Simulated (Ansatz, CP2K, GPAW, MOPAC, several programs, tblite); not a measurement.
Many methods on one cell: LiBiSe2 (ordering on rocksalt)

LiBiSe2 as one 4-atom ordering (R-3m) on the rocksalt lattice, relaxed with r2SCAN in Ansatz, was computed with several methods. Space group R-3m (No. 166), trigonal; conventional cell a = 4.120 Å, c = 19.840 Å, 24.30 Å³ an atom. Around Li lie 6 Se at 2.85 Å; around Bi lie 6 Se at 2.95 Å; around Se lie 3 Li at 2.85 Å and 3 Bi at 2.95 Å. No spin polarisation. The prototype was imposed, so other structures may be more stable.

```yaml
crystal:
  lattice:
    - [2.05991, 1.18929, 6.61340]
    - [-2.05991, 1.18929, 6.61340]
    - [0.00000, -2.37858, 6.61340]
  atoms:
    - { symbol: Li, position: [0.00000, 0.00000, 0.00000] }
    - { symbol: Bi, position: [0.50000, 0.50000, 0.50000] }
    - { symbol: Se, position: [0.25433, 0.25433, 0.25433] }
    - { symbol: Se, position: [0.74567, 0.74567, 0.74567] }
```

Gaps and times are for a single point on this cell; volume and bulk modulus come from each method's own relaxation or energy curve at fixed shape, which is too stiff where a cell has free coordinates or axes. Times are rough, from shared hosts (Arm Neoverse V1), and each method has its own mesh and cell size. A double dagger marks a value from a curve with shape and coordinates held. PM6 (MOPAC): levels, charges or heat of formation failed a check of plausibility, so no values are given. A star marks a curve whose lowest point is an end point. PM6 (MOPAC), PM7 (MOPAC), GFN1-xTB (tblite), GFN2-xTB (tblite) treat a cluster of cells at its zone centre, which samples few k points: where these miss a band edge, the gap comes out too large for that reason alone. Gaps from k meshes are read at a limited set of points (mesh, symmetry points, PBE's band edges), so each method's own least gap may be somewhat smaller. xTB and the PM methods were fitted mostly to molecules, and can miss a solid's gap by electronvolts. Minimal bases can be far off for gaps. GLLB-SC's gap includes the derivative discontinuity. d marks a direct gap, i an indirect one (no mark: not told apart), a dash a value that wasn't computed or didn't pass its checks.

```json
{"method": "light PBE (260 eV and a coarse mesh)", "kind": "light plane-wave", "gap (eV)": "1.07 i", "own volume (Å³/atom)": "–", "bulk modulus (GPa)": "–", "atoms computed": "4", "processor time": "1.9 s"}
{"method": "GFN1-xTB (tblite)", "kind": "tight binding", "gap (eV)": "1.39", "own volume (Å³/atom)": "21.79*‡", "bulk modulus (GPa)": "80*‡", "atoms computed": "108", "processor time": "6.2 s"}
{"method": "PM6 (MOPAC)", "kind": "semi-empirical", "gap (eV)": "–", "own volume (Å³/atom)": "–", "bulk modulus (GPa)": "–", "atoms computed": "108", "processor time": "6.2 s"}
{"method": "PBE/single zeta (GPAW)", "kind": "small basis", "gap (eV)": "0.86 d", "own volume (Å³/atom)": "–", "bulk modulus (GPa)": "–", "atoms computed": "4", "processor time": "9 s"}
{"method": "GFN2-xTB (tblite)", "kind": "tight binding", "gap (eV)": "2.81", "own volume (Å³/atom)": "22.48‡", "bulk modulus (GPa)": "69‡", "atoms computed": "108", "processor time": "9.7 s"}
{"method": "PBE", "kind": "semilocal", "gap (eV)": "1.04 i", "own volume (Å³/atom)": "24.57", "bulk modulus (GPa)": "52‡", "atoms computed": "4", "processor time": "13 s"}
{"method": "PM7 (MOPAC)", "kind": "semi-empirical", "gap (eV)": "3.22", "own volume (Å³/atom)": "26.64*‡", "bulk modulus (GPa)": "85*‡", "atoms computed": "108", "processor time": "22 s"}
{"method": "PBE/SZV (CP2K)", "kind": "small basis", "gap (eV)": "0.74 d", "own volume (Å³/atom)": "26.92*‡", "bulk modulus (GPa)": "49*‡", "atoms computed": "4", "processor time": "29 s"}
{"method": "r2SCAN", "kind": "semilocal", "gap (eV)": "1.39 d", "own volume (Å³/atom)": "24.30", "bulk modulus (GPa)": "57‡", "atoms computed": "4", "processor time": "35 s"}
{"method": "PBE/DZVP (CP2K)", "kind": "small basis", "gap (eV)": "1.00 i", "own volume (Å³/atom)": "24.96‡", "bulk modulus (GPa)": "52‡", "atoms computed": "4", "processor time": "61 s"}
{"method": "GLLB-SC (GPAW)", "kind": "model potential", "gap (eV)": "2.01", "own volume (Å³/atom)": "–", "bulk modulus (GPa)": "–", "atoms computed": "4", "processor time": "3.7 min"}
```

Against r2SCAN (1.39 eV) and with closed or daggered gaps left aside, the nearest gap at the points sampled is that of GFN1-xTB (tblite) (0.00 eV) and the farthest that of PM7 (MOPAC) (+1.83 eV). r2SCAN is only a yardstick of convenience: semilocal gaps usually lie below measured ones, which GLLB-SC and hybrids aim to mend.

Volumes against r2SCAN's: PBE +1.1 %.

Spin-orbit coupling is left out; in compounds of Pb, Bi, Tl or Hg it can lower a gap by up to about 1 eV, split its edges or invert the bands.
